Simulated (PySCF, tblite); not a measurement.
# C₇H₄FN₂ radical: geometry, infrared bands and EPR parameters

What infrared bands and EPR parameters should C₇H₄FN₂ radical (`[H]/N=C1/C[C@@H](F)[C@]1(C#[C])C#N`) show?

Programs: tblite 0.8.0 and PySCF 2.14.0, with density-fitted response routines of our own. Each step states its level of theory. These are calculated values for one molecule in the gas phase, unless marked as measured. Atoms count from 0, in the outputs and in this text.

## 1. The molecule as given

14 atoms, charge 0, multiplicity 2; geometry from: force field or distance geometry start.

Bonds of the start (Å): C0–C1 1.21, C1–C2 1.49, C2–C3 1.42, C3–N4 1.15, C2–C5 1.51, C5–N6 1.29, C5–C7 1.49, C7–C8 1.54, C8–F9 1.35, C8–C2 1.54, N6–H10 1.03, C7–H11 1.09, C7–H12 1.11, C8–H13 1.11.

## 2. Relaxing the molecule with GFN2-xTB

The job: settings as JSON, then the geometry in Å.

```
{"job": {"kind": "relax", "xc": "GFN2-xTB", "basis": "xTB"}, "charge": 0, "multiplicity": 2}
C     -0.815600    -2.346300    -1.588100
C     -0.281800    -1.488400    -0.925600
C      0.417200    -0.475400    -0.086500
C      1.806500    -0.727300     0.097500
N      2.923900    -0.950700     0.278400
C      0.028900     0.931000    -0.465500
N      0.576500     1.937900    -1.053700
C     -1.282200     0.622400     0.181400
C     -0.395600    -0.148000     1.174500
F     -0.974900    -1.184300     1.816800
H      1.537300     1.914700    -1.426600
H     -1.845100     1.460400     0.587200
H     -1.879400    -0.139900    -0.366400
H      0.183700     0.593500     1.754500
```

Launch:

```bash
$ OMP_NUM_THREADS=1 python probes_run.py task.json out
```

This one command runs all jobs of the session in turn.

**Question.** This job is followed by: GFN2-xTB harmonic vibrations, gas phase; UKS B3LYP, pcH-1 on C F H N, non-relativistic, mean-field spin-orbit, GIAO. Predict these results of the whole session: strongest single infrared mode (GFN2-xTB); zero-point energy (GFN2-xTB); g(iso) (B3LYP); ⟨S²⟩; largest a(iso); potential on the surface of density 0.002 e/bohr³, 1st and 99th percentile.

**Answer**, as computed:

| quantity | value |
| --- | --- |
| strongest single infrared mode (GFN2-xTB) | 1833 cm⁻¹, 316 km/mol |
| zero-point energy (GFN2-xTB) | 55.8 kcal/mol |
| g(iso) (B3LYP) | 2.00293 |
| ⟨S²⟩ | 0.760 (exact 0.75) |
| largest a(iso) | 13C on C0, 777.9 MHz |
| potential on the surface of density 0.002 e/bohr³, 1st and 99th percentile | -1.46 V and 1.98 V |

**Reading.** Relaxing lowered the energy by 0.989 eV in 74 steps; the close pair that moved most is C5–N6, from 1.288 to 1.235 Å. All 36 modes are real, so the xTB geometry is a minimum. The strongest single mode, at 1833 cm⁻¹, moves mainly C5 and N6. GFN2-xTB is a fitted tight-binding method: band positions and strengths are rough. Its intensities can rank the bands wrongly. Most of the unpaired spin sits on C0 (0.97 e). The isotropic g lies 0.6 ppt above the free-electron value. The conformer search found further structures of the same energy, which may be mirror or relabelled copies of this one.
